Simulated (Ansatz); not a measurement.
# BCl2FH2S: the cost of one run

All numbers below are computed with Ansatz 0.2.0 (RHF/def2-SVP).

### Step 1. The system as given

Bond lengths: B1–F2 1.670 Å, B1–Cl3 1.860 Å, B1–Cl4 1.860 Å, B1–S5 2.190 Å, S5–H6 1.400 Å, S5–H7 1.401 Å. Angles: F2–B1–Cl3 120.0°, F2–B1–Cl4 120.0°, F2–B1–S5 71.6°, Cl3–B1–Cl4 120.0°, Cl3–B1–S5 97.0°, Cl4–B1–S5 101.2°, B1–S5–H6 109.5°, B1–S5–H7 62.2°, H6–S5–H7 145.3°.

Structure file:

```xyz
7

B     0.0000    0.0000    0.0000
F     0.0000    0.0000    1.6700
Cl    1.6108    0.0000   -0.9300
Cl   -1.6108    0.0000   -0.9300
S     0.0915   -2.0763    0.6906
H    -0.6660   -2.8867   -0.1635
H     0.0470   -1.0665    1.6601
```

### Step 2. Pulling towards end A

Springs on the bonds that form and break draw the guess towards this end; the thresholds are loose.

Contents of input.yaml:

```yaml
crystal:
  periodic: [false, false, false]
  atoms:
    - { symbol: B, position_ang: [0.0, 0.0, 0.0] }
    - { symbol: F, position_ang: [0.0, 0.0, 1.67] }
    - { symbol: Cl, position_ang: [1.6108, 0.0, -0.93] }
    - { symbol: Cl, position_ang: [-1.6108, 0.0, -0.93] }
    - { symbol: S, position_ang: [0.0915, -2.0763, 0.6906] }
    - { symbol: H, position_ang: [-0.666, -2.8867, -0.1635] }
    - { symbol: H, position_ang: [0.047, -1.0665, 1.6601] }
basis:
  gaussian: { orbitals: def2-SVP }
hamiltonian:
  xc: hf
relax:
  f_tol: 0.15
  max_steps: 25
  restrain:
    - { distance: [0, 4], at: 3.09, k: 30.0 }
    - { distance: [6, 1], at: 2.12, k: 30.0 }
    - { distance: [0, 1], at: 1.32, k: 30.0 }
    - { distance: [6, 4], at: 1.4, k: 30.0 }
```

Run with:

```sh
$ ansatz run input.yaml --threads 1 --pin off --max-ram 2048MiB --backend cpu --events-out ev --progress --plain --runs-dir out
```

What time and memory should one allow on 1 thread of Arm Neoverse V1, shared host?

About 36 s, with a peak of 0.18 GiB.
